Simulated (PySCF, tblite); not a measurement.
# C4H12O3Si: geometry, infrared bands, NMR shifts, electronic excitations and core binding energies

Wanted: the infrared bands, NMR shifts, electronic excitations and core binding energies of C4H12O3Si (`COC[SiH](OC)OC`), by calculation.

The runs use tblite 0.8.0 and PySCF 2.14.0, with density-fitted response routines of our own; the level of theory stands in each step. All values are computed, except where a source is named. Atoms count from 0, in the outputs and in this text.

**1. The starting structure**

20 atoms, charge 0, multiplicity 1; geometry from: force field or distance geometry start.

Bonds of the start (Å): C0–O1 1.43, O1–C2 1.45, C2–Si3 1.91, Si3–O4 1.67, O4–C5 1.42, Si3–O6 1.68, O6–C7 1.41, C0–H8 1.09, C0–H9 1.09, C0–H10 1.09, C2–H11 1.09, C2–H12 1.08, Si3–H13 1.48, C5–H14 1.09, C5–H15 1.10, C5–H16 1.10, C7–H17 1.09, C7–H18 1.10, C7–H19 1.10.

**2. Geometry optimisation with GFN2-xTB**

The job: settings as JSON, then the geometry in Å.

```
{"job": {"kind": "relax", "xc": "GFN2-xTB", "basis": "xTB"}, "charge": 0, "multiplicity": 1}
C      3.058000     1.139200    -0.859800
O      1.636500     0.945400    -0.879700
C      1.277000    -0.227500    -0.107800
Si    -0.591400    -0.607300    -0.039600
O     -1.493300     0.610500     0.662800
C     -1.394800     1.913400     0.096900
O     -0.887200    -2.027500     0.800600
C     -2.230000    -2.439400     0.964400
H      3.566900     0.283800    -1.309000
H      3.269500     2.033800    -1.444000
H      3.402500     1.297700     0.162000
H      1.619600    -0.102100     0.920000
H      1.764500    -1.095500    -0.534300
H     -1.093900    -0.813800    -1.414200
H     -1.594100     1.922300    -0.976000
H     -0.410200     2.353800     0.317100
H     -2.141900     2.549800     0.583200
H     -2.806900    -1.732400     1.562000
H     -2.723300    -2.593700    -0.004100
H     -2.232800    -3.400000     1.496700
```

On the command line:

```bash
> OMP_NUM_THREADS=1 python probes_run.py task.json out
```

One launch serves the whole session: the jobs run in the order shown.

**Question.** This job is followed by: GFN2-xTB harmonic vibrations, gas phase; PBE0-D3(BJ)/def2-SVP geometry optimisation, gas phase; GIAO PBE0/pcSseg-1 NMR shielding, non-relativistic, gas phase; TDDFT wB97X-D/def2-SVPD, vertical, gas phase, core orbitals frozen in the response; GIAO CAM-B3LYP/pcSseg-1 NMR shielding, non-relativistic, gas phase; delta-SCF UKS SCAN, pcX-2 on the ionised atom, pcseg-1 elsewhere, spin-free X2C. What will the session give for the following? strongest single infrared mode (GFN2-xTB); zero-point energy (GFN2-xTB); point group; rotational constants (main isotopes); ¹³C shifts against TMS (PBE0/pcSseg-1, means over atoms taken as alike); ¹H shifts against TMS (PBE0/pcSseg-1, means over atoms taken as alike); ¹⁷O shifts against H2O (PBE0/pcSseg-1, means over atoms taken as alike); ²⁹Si shifts against TMS (PBE0/pcSseg-1); lowest singlet (wB97X-D/def2-SVPD); brightest single state of those computed; lowest triplet; vertical ionisation energy (ΔSCF); C1s binding energies, SCAN/pcX-2; O1s binding energies, SCAN/pcX-2; Si1s binding energies, SCAN/pcX-2; Si2p binding energies, SCAN/pcX-2; range of the shift of Si3.

**Answer**, as computed:

| quantity | value |
| --- | --- |
| strongest single infrared mode (GFN2-xTB) | 2214 cm⁻¹, 263 km/mol |
| zero-point energy (GFN2-xTB) | 100.1 kcal/mol |
| point group | C1 |
| rotational constants (main isotopes) | 2.50, 1.00, 0.75 GHz |
| ¹³C shifts against TMS (PBE0/pcSseg-1, means over atoms taken as alike) | 65.7, 63.4, 52.1 ppm |
| ¹H shifts against TMS (PBE0/pcSseg-1, means over atoms taken as alike) | 4.81, 3.63, 3.21, 2.86 ppm |
| ¹⁷O shifts against H2O (PBE0/pcSseg-1, means over atoms taken as alike) | 24.1, -7.9 ppm |
| ²⁹Si shifts against TMS (PBE0/pcSseg-1) | -21.2 ppm |
| lowest singlet (wB97X-D/def2-SVPD) | 7.33 eV (169 nm), f = 0.013 |
| brightest single state of those computed | state 6, 8.24 eV, f = 0.035 |
| lowest triplet | 7.11 eV |
| vertical ionisation energy (ΔSCF) | 9.69 eV |
| C1s binding energies, SCAN/pcX-2 | C0 292.17, C5 292.14, C2 291.38 eV |
| O1s binding energies, SCAN/pcX-2 | O1 538.46, O4 537.76 eV |
| Si1s binding energies, SCAN/pcX-2 | Si3 1847.25 eV |
| Si2p binding energies, SCAN/pcX-2 | Si3 107.40 eV |
| range of the shift of Si3 | -23.4 to -21.2 ppm |

In words: Over 96 steps the energy fell by 0.340 eV; of the close pairs, Si3–O6 changed most, 1.676 to 1.616 Å (GFN2-xTB). All 54 modes are real, so the xTB geometry is a minimum. The strongest single mode, at 2214 cm⁻¹, moves mainly H13. GFN2-xTB is a fitted tight-binding method: band positions and strengths are rough. Its intensities can rank the bands wrongly. Over 11 steps the energy fell by 0.189 eV; of the close pairs, C0–H8 changed most, 1.057 to 1.108 Å (PBE0/def2-SVP). No frequency check was run at this level, so the end point may be a saddle. The most deshielded carbon is C2 (sp3 CH2 bonded to O and Si), at 65.7 ppm: pulled downfield by the heteroatom. At PBE0/pcSseg-1: The largest span, 108 ppm, is at O4, O6, where the paramagnetic term is -91 ppm. The lowest singlet, at 7.33 eV, is HOMO→LUMO+1 0.32, HOMO→LUMO 0.32 and is weak; of the 10 states computed, the strongest absorption comes from state 6 at 8.24 eV. The lowest triplet lies 0.22 eV below the lowest singlet (triplets in Tamm-Dancoff, singlets in full TDDFT). ΔSCF puts the ionisation energy at 9.69 eV, 0.16 eV above −ε(HOMO). C0 (methyl carbon bonded to O) binds its C1s electron 0.79 eV more tightly than C2 (sp3 CH2 bonded to O and Si). Across the 2 runs the shift of Si3 moves most, between -23.4 (CAM-B3LYP/pcSseg-1) and -21.2 ppm (PBE0/pcSseg-1).
